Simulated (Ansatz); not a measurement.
**ZrPRu: properties at the relaxed cell**

The task, for ZrPRu: fit an equation of state.

Computed with Ansatz 0.2.0 (DFT PBEsol, scalar-relativistic, plane waves, PAW, unless a step's input says otherwise).

## 1. The starting structure

The structure is hexagonal, space group P-62m (No. 189). Conventional cell: a = 6.408 Å, b = 6.408 Å, c = 3.775 Å, α = 90.00°, β = 90.00°, γ = 120.00°. Zr (site symmetry m2m) has 5 P at 2.67 to 2.70 Å and 6 Ru at 2.88 to 2.99 Å in its first shell of neighbours. P (site symmetry -6) has 3 Ru at 2.47 Å and 6 Zr at 2.70 Å in its first shell of neighbours. P (site symmetry -62m) has 6 Ru at 2.45 Å and 3 Zr at 2.67 Å in its first shell of neighbours. Ru (site symmetry m2m) has 4 P at 2.45 to 2.47 Å and 2 Ru at 2.71 Å in its first shell of neighbours.

Structure file:

```xyz
9
Lattice="6.4075 0.0000 0.0000 -3.2038 5.5491 0.0000 0.0000 0.0000 3.7752" Properties=species:S:1:pos:R:3 pbc="T T T"
Zr    1.3325    2.3080    0.0000
Zr    3.7425    0.0000    0.0000
Zr   -1.8713    3.2411    0.0000
P     3.2038    1.8497    1.8876
P     0.0000    3.6994    1.8876
P     0.0000    0.0000    0.0000
Ru    2.4214    4.1940    1.8876
Ru    1.5647    0.0000    1.8876
Ru   -0.7823    1.3550    1.8876
```

It goes back to an entry of the Materials Project, which need not be the stable form.

It is the result of an earlier relaxation at this level (volume 14.91 Å³/atom; gap on the mesh: none (metal)).

## 2. Point at V/V0 = 0.97

File input.yaml:

```yaml
crystal:
  lattice:
    - [6.3427998786, 0.0, 0.0]
    - [-3.1713999393, 5.493025826, 0.0]
    - [0.0, 0.0, 3.7370578778]
  atoms:
    - { symbol: Zr, position: [0.4159186291, 0.4159186291, 0.0] }
    - { symbol: Zr, position: [0.5840813709, 0.0, 0.0] }
    - { symbol: Zr, position: [0.0, 0.5840813709, 0.0] }
    - { symbol: P, position: [0.6666666667, 0.3333333333, 0.5] }
    - { symbol: P, position: [0.3333333333, 0.6666666667, 0.5] }
    - { symbol: P, position: [0.0, 0.0, 0.0] }
    - { symbol: Ru, position: [0.7558067318, 0.7558067318, 0.5] }
    - { symbol: Ru, position: [0.2441932682, 0.0, 0.5] }
    - { symbol: Ru, position: [0.0, 0.2441932682, 0.5] }
basis:
  ecutwfc: 420
kpoints:
  mp_grid: { grid: [6, 6, 10] }
hamiltonian:
  xc: pbesol
scf:
  occupations: { method: gaussian, width: 0.1 }
output:
  forces: true
  stress: true
  eigenvalues: true
relax:
  adjacent_minimum: "off"
  f_tol: 0.01
  max_steps: 30
  cell: { stress_tol: 0.1, fix: [volume] }
```

On the command line:

```
$ ansatz run input.yaml --threads 2 --pin off --max-ram 5120MiB --backend cpu --events-out ev --progress --plain --runs-dir out
```

## 3. Point at V/V0 = 1.03

input.yaml: that of step 2 with these lines changed.

```diff
@@ -2,5 +2,5 @@
   lattice:
-    - [6.3427998786, 0.0, 0.0]
-    - [-3.1713999393, 5.493025826, 0.0]
-    - [0.0, 0.0, 3.7370578778]
+    - [6.4709717823, 0.0, 0.0]
+    - [-3.2354858911, 5.6040259507, 0.0]
+    - [0.0, 0.0, 3.8125743424]
   atoms:
```

## 4. The cell scaled to 0.94 of its volume

File input.yaml:

```yaml
crystal:
  lattice:
    - [6.2785515338, 0.0, 0.0]
    - [-3.1392757669, 5.4373851272, 0.0]
    - [0.0, 0.0, 3.6959750881]
  atoms:
    - { symbol: Zr, position: [0.4162266842, 0.4162266842, 0.0] }
    - { symbol: Zr, position: [0.5837733158, 0.0, 0.0] }
    - { symbol: Zr, position: [0.0, 0.5837733158, 0.0] }
    - { symbol: P, position: [0.6666666667, 0.3333333333, 0.5] }
    - { symbol: P, position: [0.3333333333, 0.6666666667, 0.5] }
    - { symbol: P, position: [0.0, 0.0, 0.0] }
    - { symbol: Ru, position: [0.7554548851, 0.7554548851, 0.5] }
    - { symbol: Ru, position: [0.2445451149, 0.0, 0.5] }
    - { symbol: Ru, position: [0.0, 0.2445451149, 0.5] }
basis:
  ecutwfc: 420
kpoints:
  mp_grid: { grid: [6, 6, 10] }
hamiltonian:
  xc: pbesol
scf:
  occupations: { method: gaussian, width: 0.1 }
output:
  forces: true
  stress: true
  eigenvalues: true
relax:
  adjacent_minimum: "off"
  f_tol: 0.01
  max_steps: 30
  cell: { stress_tol: 0.1, fix: [volume] }
```

## 5. Point at V/V0 = 1.06

File input.yaml:

```yaml
crystal:
  lattice:
    - [6.5326366387, 0.0, 0.0]
    - [-3.2663183193, 5.6574292828, 0.0]
    - [0.0, 0.0, 3.8498957432]
  atoms:
    - { symbol: Zr, position: [0.4155107218, 0.4155107218, 0.0] }
    - { symbol: Zr, position: [0.5844892782, 0.0, 0.0] }
    - { symbol: Zr, position: [0.0, 0.5844892782, 0.0] }
    - { symbol: P, position: [0.6666666667, 0.3333333333, 0.5] }
    - { symbol: P, position: [0.3333333333, 0.6666666667, 0.5] }
    - { symbol: P, position: [0.0, 0.0, 0.0] }
    - { symbol: Ru, position: [0.756184827, 0.756184827, 0.5] }
    - { symbol: Ru, position: [0.243815173, 0.0, 0.5] }
    - { symbol: Ru, position: [0.0, 0.243815173, 0.5] }
basis:
  ecutwfc: 420
kpoints:
  mp_grid: { grid: [6, 6, 10] }
hamiltonian:
  xc: pbesol
scf:
  occupations: { method: gaussian, width: 0.1 }
output:
  forces: true
  stress: true
  eigenvalues: true
  write_density: true
  write_potential: true
  elf: true
  volumetric_format: npy
relax:
  adjacent_minimum: "off"
  f_tol: 0.01
  max_steps: 30
  cell: { stress_tol: 0.1, fix: [volume] }
```

(Steps that only read results are left out.)

Before running it: what results should come out? Wanted: equilibrium volume of the fit; bulk modulus.

As calculated:

| quantity | value |
| --- | --- |
| equilibrium volume of the fit | 14.91 Å³/atom |
| bulk modulus | 229 GPa |
| its pressure derivative | 4.5 |

In words: The fit puts the minimum at 14.91 Å³/atom with B = 229 GPa and B' = 4.5.
